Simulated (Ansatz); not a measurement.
# MoS2: the cost of one run

Method: DFT PBEsol, scalar-relativistic, plane waves, PAW, in Ansatz 0.2.0.

3 further runs of the same task are left out: 3 set aside as unsound or not needed.

### Step 1. Starting point

The structure is trigonal, space group R3m (No. 160). Conventional cell: a = 3.143 Å, b = 3.143 Å, c = 18.850 Å, α = 90.00°, β = 90.00°, γ = 120.00°. Mo (site symmetry 3m) has 6 S at 2.39 Å in its first shell of neighbours. S (site symmetry 3m) is surrounded by 3 Mo at 2.39 Å.

As a file:

```
Mo S
1.0
     1.57156    0.90734    6.28329
    -1.57156    0.90734    6.28329
     0.00000   -1.81468    6.28329
Mo S
1 2
Direct
  0.00000 0.00000 0.00000
  0.74931 0.74931 0.74931
  0.58399 0.58399 0.58399
```

It is the result of an earlier relaxation at this level (volume 17.92 Å³/atom; gap on the mesh: 1.01 eV).

### Step 2. Cutting the slab

Miller indices refer to the conventional cell of the relaxed bulk, R3m (No. 160): a = 3.143 Å, b = 3.143 Å, c = 18.850 Å, α = 90.00°, β = 90.00°, γ = 120.00°.

A (101) slab, 6.5 Å thick as cut, with 17 Å of vacuum; its outer planes are Mo (top) and S (bottom).

The slab as cut. Its planes from the bottom up:

```tsv
plane	atoms per cell	height over the lowest (Å)
1	S	0.00
2	S	0.45
3	Mo	1.12
4	S	2.69
5	S	3.14
6	Mo	3.81
7	S	5.39
8	S	5.83
9	Mo	6.51
```

### Step 3. The clean surface, relaxed

Contents of input.yaml:

```yaml
crystal:
  lattice:
    - [3.1431208285, 0.0, 0.0]
    - [-1.5715604142, 6.3484651024, 0.0]
    - [0.0, 0.0, 23.5089153959]
  atoms:
    - { symbol: S, position: [0.1419093188, 0.2838186376, 0.3615649577] }
    - { symbol: S, position: [0.8989910965, 0.797982193, 0.3805106088] }
    - { symbol: Mo, position: [0.5306428734, 0.0612857467, 0.4092387826] }
    - { symbol: S, position: [0.6725497373, 0.3450994746, 0.4761630875] }
    - { symbol: S, position: [0.429631515, 0.85926303, 0.4951087386] }
    - { symbol: Mo, position: [0.0612832919, 0.1225665837, 0.5238369125] }
    - { symbol: S, position: [0.2031901558, 0.4063803117, 0.5907612174] }
    - { symbol: S, position: [0.9602719335, 0.920543867, 0.6097068685] }
    - { symbol: Mo, position: [0.5919237104, 0.1838474207, 0.6384350423] }
basis:
  ecutwfc: 420
kpoints:
  mp_grid: { grid: [9, 4, 1] }
hamiltonian:
  xc: pbesol
scf:
  occupations: { method: gaussian, width: 0.05 }
output:
  forces: true
  eigenvalues: true
  write_density: true
  write_potential: true
  elf: true
  volumetric_format: npy
relax:
  adjacent_minimum: "off"
  f_tol: 0.03
  max_steps: 70
  constraints: [{ sites: [0, 1, 2, 3, 4] }]
efield:
  axis: 3
  dipole_correction: true
  ramp_width: 0.04
```

Run with:

```sh
> ansatz run input.yaml --threads 2 --pin off --max-ram 5120MiB --backend cpu --events-out ev --progress --plain --runs-dir out
```

Q: Estimate wall time and peak memory on 2 threads of Intel Xeon 6975P-C (Granite Rapids), shared host.

About 60 s, with a peak of 0.85 GiB.
